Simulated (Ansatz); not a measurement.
# ScO+ (triplet): from Hartree-Fock to the top rungs, def2-SVP

The task here is to estimate one member of a computed series from the others.

Method: def2-SVP, core rule «outside noble gas», up to 10 orbitals frozen; program: Ansatz 0.2.0, Gaussian basis.

To be run: UHF; CCSD(T) on ROHF; CCSD(T) on UHF; CISD; CCSDT(Q) on ROHF; CCSDT(Q) on UHF; CCSDTQ on ROHF; CCSDTQ on UHF.

17 further runs of the same task are left out: 12 for a known fault of the program, 5 set aside as unsound or not needed.

**The geometry**

The geometry is a PBE0/def2-TZVP stationary point (not a proven minimum) of the parent state, kept for this charge and spin.

2 atoms, charge 1, spin multiplicity 3.

Atoms are counted from 1 here; the program's logs count them from 0.

Bond lengths: Sc1–O2 1.945 Å.

As a file:

```xyz
2

Sc    0.00000    0.00000    0.00000
O     0.00000    0.00000    1.94480
```

Set-up of the first run:

The input, in.yaml:

```yaml
crystal:
  periodic: [false, false, false]
  atoms:
    - {symbol: Sc, position_ang: [0.000000, 0.000000, 0.000000]}
    - {symbol: O, position_ang: [0.000000, 0.000000, 1.944800]}
basis:
  gaussian: {orbitals: def2-SVP}
total_charge: 1
magnetization: {spin_polarized: true, initial_magnetization: 2}
hamiltonian: {xc: hf}
output: {orbitals: {seedname: orbitals}}
```

Started as:

```sh
> ansatz run in.yaml --threads 1 --pin off --events-out ev --progress --plain --max-ram 2816MiB --backend cpu
```

Steps of the session up to this table: UHF; CCSD(T) on ROHF; CCSD(T) on UHF; CISD; CCSDT(Q) on ROHF; CCSDT(Q) on UHF; CCSDTQ on ROHF; CCSDTQ on UHF.

One of the session's tables, all rows but one given; the rest of the session is left out.

It belongs to the step «Misses and costs». 

```
   method  from UCCSDTQ (meV)
     ROHF                   ?
      UHF             +4928.3
     RMP2              +527.9
     UMP2              +499.7
    RCCSD              +204.3
    UCCSD              +172.1
 RCCSD(T)               +64.5
 UCCSD(T)               +34.0
   RCCSDT               +44.9
   UCCSDT               +14.6
RCCSDT(Q)               +32.2
UCCSDT(Q)                -5.4
  RCCSDTQ               +29.4
  UCCSDTQ                   0
```

Q: Estimate the row for ROHF from the others.

**Answer.** from UCCSDTQ (meV): +5045.3. In the column «from UCCSDTQ (meV)» it is the highest.

To keep in mind: Restricted and unrestricted rows rest on different reference determinants; where their highest levels disagree by more than a few hundredths of an eV, they describe different states and don't form one ladder.
